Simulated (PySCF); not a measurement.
# H5NO2Si: the cost of one run

Programs: PySCF 2.14.0, with density-fitted response routines of our own. Each step states its level of theory. These are calculated values for one molecule in the gas phase, unless marked as measured. Atoms count from 0, in the outputs and in this text.

## (1) Starting geometry

9 atoms, charge 0, multiplicity 1; geometry from: PBE0-D3(BJ)/def2-SVP.

Bonds of the start (Å): N0–Si1 1.73, Si1–O2 1.66, Si1–O3 1.66, N0–H4 1.01, N0–H5 1.01, Si1–H6 1.48, O2–H7 0.96, O3–H8 0.96.

## (2) Core-electron binding energies: SCAN, X2C

What the job is given:

```
{"job": {"kind": "xps"}, "charge": 0, "multiplicity": 1}
N      1.214614     0.034116    -0.362824
Si    -0.276727    -0.096365     0.497918
O     -1.020185     1.382302     0.375921
O     -1.099825    -1.376527    -0.162973
H      1.815890     0.833170    -0.191624
H      1.771924    -0.797802    -0.526682
H     -0.253487    -0.383978     1.948986
H     -0.982116     1.791449    -0.493967
H     -1.119707    -1.406303    -1.124322
```

With the program's defaults for keys left out, this is: delta-SCF UKS SCAN, pcX-2 on the ionised atom, pcseg-1 elsewhere, spin-free X2C.

The run is started by

```bash
$ OMP_NUM_THREADS=1 python probes_run.py task.json out
```

One launch serves the whole session: the jobs run in the order shown.

**Question.** How long does this first job take on 1 thread of Arm Neoverse V2, shared host, and how much memory does it need?

About 13 s, with a peak of 0.39 GiB.
